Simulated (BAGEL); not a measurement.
# GeHOF (SMILES [OH][Ge][F]): HF/6-31G(d) (density fitting with qzvpp-jkfit, spherical functions)

Aim: the vertical ionisation energy of GeHOF at HF/6-31G* (density fitting with qzvpp-jkfit, spherical functions), from 2 runs. 

The results are computed with BAGEL 1.2.2.

2 further runs of the same task are left out: 2 set aside as unsound or not needed.

## 1. The system as given

GeHOF: 4 atoms, total charge 0, spin state singlet. As SMILES, `[OH][Ge][F]`. The coordinates come from a PBE0-D4/def2-TZVP relaxation.

Bond lengths: O1–Ge2 1.771 Å, Ge2–F3 1.767 Å, O1–H4 0.964 Å. Angles: O1–Ge2–F3 97.0°, Ge2–O1–H4 113.8°.

## 2. A single-point energy at HF/6-31G(d) (density fitting with qzvpp-jkfit, spherical functions)

Contents of input.json:

```json
{ "bagel" : [

{
  "title" : "molecule",
  "basis" : "6-31gs.json",
  "df_basis" : "qzvpp-jkfit",
  "angstrom" : true,
  "geometry" : [
    { "atom" : "O", "xyz" : [      -0.819700,       0.539200,      -0.381100 ] },
    { "atom" : "Ge", "xyz" : [      -0.389900,      -0.693000,       0.815800 ] },
    { "atom" : "F", "xyz" : [       1.336900,      -0.758800,       0.447800 ] },
    { "atom" : "H", "xyz" : [      -0.071800,       0.852400,      -0.902700 ] }
  ]
},

{
  "title" : "hf"
},

{
  "title" : "print",
  "file" : "orbitals.molden",
  "orbitals" : true
}

]}
```

The basis set 6-31G* is read from a file made from the Basis Set Exchange's data (not shown).

Started as:

```
$ BAGEL_NUM_THREADS=1 BAGEL input.json > input.out
```

Standard output:

```text
* using 1 threads per process

  ===============================================================
  ===============================================================

  *** Geometry ***

  { "atom" : "O", "xyz" : [     -1.549009,      1.018940,     -0.720175 ] },
  { "atom" : "Ge", "xyz" : [     -0.736804,     -1.309580,      1.541639 ] },
  { "atom" : "F", "xyz" : [      2.526375,     -1.433924,      0.846219 ] },
  { "atom" : "H", "xyz" : [     -0.135682,      1.610803,     -1.705856 ] },

  Number of auxiliary basis functions:      438

  Since a DF basis is specified, we compute 2- and 3-index integrals:
    o Being stored without compression. Storage requirement is 0.013 GB

  Number of basis functions:       62
  Number of electrons      :       50

    * METHOD: MOLECULE                             0.19

  *** RHF ***

  === Nuclear Repulsion ===
   190.6711972541

      * DIIS with orbital gradients will be used.

  === RHF iteration (6-31gs.json) ===
      0      -2249.72795562          0.02978277           0.05
      1      -2249.86892361          0.02298845           0.05
      2      -2250.01111560          0.00144580           0.05
      3      -2250.01230495          0.00069822           0.05
      4      -2250.01248991          0.00017291           0.05
      5      -2250.01251507          0.00006192           0.05
      6      -2250.01251780          0.00003105           0.05
      7      -2250.01251838          0.00000741           0.05
      8      -2250.01251841          0.00000341           0.05
      9      -2250.01251842          0.00000120           0.05
     10      -2250.01251842          0.00000048           0.05
     11      -2250.01251842          0.00000023           0.05
     12      -2250.01251842          0.00000009           0.05
     13      -2250.01251842          0.00000004           0.05
     14      -2250.01251842          0.00000002           0.05
     15      -2250.01251842          0.00000001           0.05
    * SCF iteration converged.

    * Permanent dipole moment:
           (    0.155218,     0.052644,    -0.095065) a.u.

    * METHOD: HF                                   0.96

    * METHOD: PRINT                                0.01

  ===============================================================
```

It took 1.3 s on 1 thread of Arm Neoverse V1, shared host.

## 3. The doublet cation

Contents of job.json:

```json
{ "bagel" : [

{
  "title" : "molecule",
  "basis" : "6-31gs.json",
  "df_basis" : "qzvpp-jkfit",
  "angstrom" : "true",
  "geometry" : [
    { "atom" : "O", "xyz" : [   -0.819700,    0.539200,   -0.381100 ] },
    { "atom" : "Ge", "xyz" : [   -0.389900,   -0.693000,    0.815800 ] },
    { "atom" : "F", "xyz" : [    1.336900,   -0.758800,    0.447800 ] },
    { "atom" : "H", "xyz" : [   -0.071800,    0.852400,   -0.902700 ] }
  ]
},
{ "title" : "uhf", "charge" : 1, "nopen" : 1 },
{ "title" : "print", "file" : "orbitals.molden", "orbitals" : "true" }

]}
```

The basis set 6-31G* is read from a file made from the Basis Set Exchange's data (not shown).

Started as:

```
$ BAGEL_NUM_THREADS=1 BAGEL job.json > job.out
```

Standard output:

```text
* using 1 threads per process

  ===============================================================
  ===============================================================

  *** Geometry ***

  { "atom" : "O", "xyz" : [     -1.549009,      1.018940,     -0.720175 ] },
  { "atom" : "Ge", "xyz" : [     -0.736804,     -1.309580,      1.541639 ] },
  { "atom" : "F", "xyz" : [      2.526375,     -1.433924,      0.846219 ] },
  { "atom" : "H", "xyz" : [     -0.135682,      1.610803,     -1.705856 ] },

  Number of auxiliary basis functions:      438

  Since a DF basis is specified, we compute 2- and 3-index integrals:
    o Being stored without compression. Storage requirement is 0.013 GB

  Number of basis functions:       62
  Number of electrons      :       50

    * METHOD: MOLECULE                             0.19

  *** Open-shell HF ***

  === Nuclear Repulsion ===
   190.6711972541

      * DIIS with orbital gradients will be used.

  === UHF iteration (6-31gs.json) ===
      0      -2249.35547228          0.05667619           0.09
      1      -2249.47938307          0.04789980           0.09
      2      -2249.55335257          0.03527821           0.09
      3      -2249.63812555          0.00161725           0.10
      4      -2249.63892441          0.00084244           0.10
      5      -2249.63914126          0.00028217           0.09
      6      -2249.63918936          0.00012251           0.10
      7      -2249.63920045          0.00005797           0.09
      8      -2249.63920701          0.00003326           0.10
      9      -2249.63921013          0.00001733           0.09
     10      -2249.63921136          0.00000876           0.10
     11      -2249.63921157          0.00000417           0.10
     12      -2249.63921161          0.00000280           0.10
     13      -2249.63921162          0.00000163           0.10
     14      -2249.63921162          0.00000136           0.10
     15      -2249.63921163          0.00000087           0.10
     16      -2249.63921163          0.00000044           0.10
     17      -2249.63921163          0.00000027           0.10
     18      -2249.63921163          0.00000018           0.10
     19      -2249.63921163          0.00000014           0.10
     20      -2249.63921163          0.00000010           0.10
     21      -2249.63921163          0.00000006           0.10
     22      -2249.63921163          0.00000003           0.10
     23      -2249.63921163          0.00000002           0.10
     24      -2249.63921163          0.00000001           0.10
    * SCF iteration converged.

    * S^2 (UHF) is 0.7688

    * Permanent dipole moment:
           (    0.751832,     0.417958,    -0.633464) a.u.

    * METHOD: UHF                                  2.59

    * METHOD: PRINT                                0.01

  ===============================================================
```

It took 2.9 s on 1 thread of Arm Neoverse V1, shared host.

## 4. Results

Level: HF/6-31G* (density fitting with qzvpp-jkfit, spherical functions).

```
                                          quantity           value
                       singlet GeHOF: total energy  -2250.01252 Eh
                      singlet GeHOF: dipole moment          0.48 D
                        singlet GeHOF: HOMO energy       -10.97 eV
                        singlet GeHOF: LUMO energy         1.05 eV
                      singlet GeHOF: HOMO–LUMO gap        12.02 eV
                      doublet cation: total energy  -2249.63921 Eh
                              doublet cation: ⟨S²⟩           0.769
vertical ionisation energy (to the doublet cation)       10.158 eV
```

In words: Removing an electron at fixed nuclei costs 10.16 eV (234 kcal/mol). The negative HOMO energy of the first species, 10.97 eV, lies 0.82 eV above that difference.
